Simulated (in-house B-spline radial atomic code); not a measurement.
**Rh¹²⁺: Hartree-Fock with and without relativity**

Wanted: relativistic shifts in Rh¹²⁺, shell by shell.

Program: in-house B-spline radial atomic code version 1. Level of theory: Hartree-Fock averaged over the configuration, non-relativistic (point nucleus) and Dirac-Coulomb (finite nucleus); spherical all-electron atom at the radial basis limit. These are calculated values, not measurements, unless marked.

## 1. What is computed

* element: rhodium (Z = 45)
* charge: +12
* electrons: 33
* configuration: [Ar] 3d10 4s2 4p3
* nucleus: point (non-relativistic run); Fermi, rms radius 4.495 fm (Dirac runs)

The outer shells:

[Ar] 3d10 4s2 4p3
```
[Ar] core
3d [↑↓][↑↓][↑↓][↑↓][↑↓]
4s [↑↓]
4p [↑ ][↑ ][↑ ]
```

The boxes draw the filling by Hund's rule, which heavy ions in jj coupling don't follow; these runs average over all states of the configuration.

## 2. Non-relativistic run

Input settings:

```ini
Z = 45
electrons = 33.0
configuration = [Ar] 3d10 4s2 4p3
hamiltonian = nr
method = hf
spin_polarised = False
```

## 3. Dirac-Coulomb run

Input settings:

```ini
Z = 45
electrons = 33.0
configuration = [Ar] 3d10 4s2 4p3
hamiltonian = dirac
method = hf
spin_polarised = False
nucleus = fermi
rms_radius = 4.4945
mass_number = 103
atomic_mass = 102.905494081
speed_of_light = 137.035999084
```

## 4. Dirac-Coulomb run in the lowest jj configuration, 1s2 2s2 2p6 3s2 3p6 3d10 4s2 4p-2 4p+1

In configurations, a minus sign after the shell means j = l − 1/2 and a plus sign j = l + 1/2; the count of electrons follows.

Settings: those of step 3 with these lines changed.

```diff
@@ -2,3 +2,3 @@
 electrons = 33.0
-configuration = [Ar] 3d10 4s2 4p3
+configuration = 1s2 2s2 2p6 3s2 3p6 3d10 4s2 4p-2 4p+1
 hamiltonian = dirac
```

How much does each shell's level and mean radius change with the Dirac Hamiltonian, and the total energy?

The runs gave:

Levels and radii; the Dirac values are averaged over j with the occupations as weights.

| shell | ε non-rel. (eV) | ε Dirac (eV) | <r> non-rel. (bohr) | <r> Dirac (bohr) | change of <r> (%) |
| --- | --- | --- | --- | --- | --- |
| 1s | -22956.3 | -23620.1 | 0.03384 | 0.03262 | -3.62 |
| 2s | -3566.56 | -3726.40 | 0.1469 | 0.1412 | -3.87 |
| 2p | -3317.12 | -3361.92 | 0.1259 | 0.1235 | -1.91 |
| 3s | -872.24 | -904.80 | 0.3979 | 0.3859 | -3.00 |
| 3p | -771.30 | -780.92 | 0.3915 | 0.3861 | -1.39 |
| 3d | -588.24 | -583.59 | 0.3649 | 0.3652 | +0.08 |
| 4s | -309.55 | -316.88 | 0.9143 | 0.8939 | -2.24 |
| 4p | -276.42 | -278.52 | 0.9478 | 0.9390 | -0.93 |

What this shows: The Dirac run lies -96.83 hartree (-2.1 %) from the non-relativistic one; the finite nucleus has a part in that. First-order perturbation theory (mass-velocity plus Darwin) gives -89.96 hartree, which is 93 % of the full shift. 2s shrinks most on the average over j, by -3.87 %, while 3d expands by 0.08 %, being screened better by the contracted inner s and p shells. Spin-orbit coupling splits the 4p level by 5.424 eV and the 2p level by 145.52 eV. The lowest jj configuration lies 4.775 eV below the average over the whole configuration. Breit terms add 3.04 hartree and QED terms 2.03 hartree.
